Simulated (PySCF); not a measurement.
# C4H3BF2: the cost of one run

Programs: PySCF 2.14.0, with density-fitted response routines of our own. Each step states its level of theory. These are calculated values for one molecule in the gas phase, unless marked as measured. Atoms are numbered from 0 throughout.

### 1 The starting structure

10 atoms, charge 0, multiplicity 1; geometry from: GFN2-xTB.

Bonds of the start (Å): C0–C1 1.33, C1–C2 1.41, C2–C3 1.21, C3–B4 1.51, B4–F5 1.32, B4–F6 1.32, C0–H7 1.08, C0–H8 1.08, C1–H9 1.08.

### 2 Ultraviolet spectrum: B3LYP/def2-SVPD

What the job is given:

```
{"job": {"kind": "uv", "xc": "B3LYP", "basis": "def2-SVPD", "nstates": 8, "ntriplets": 3}, "charge": 0, "multiplicity": 1}
C      2.298598    -0.253572     0.131377
C      1.215200    -0.739789     0.731221
C     -0.077278    -0.240447     0.489367
C     -1.192902     0.184450     0.281887
B     -2.572841     0.728364     0.012233
F     -2.788881     1.746691    -0.799606
F     -3.662154     0.228694     0.564771
H      3.278871    -0.652959     0.327586
H      2.232827     0.557621    -0.574431
H      1.277443    -1.554397     1.441831
```

Method: TDDFT B3LYP/def2-SVPD, vertical, gas phase, core orbitals frozen in the response.

Started as:

```bash
$ OMP_NUM_THREADS=1 python probes_run.py task.json out
```

This one command runs all jobs of the session in turn.

Q: Estimate the wall time and peak memory of this first job on 1 thread of Arm Neoverse V2, shared host.

About 17 s, with a peak of 0.69 GiB.
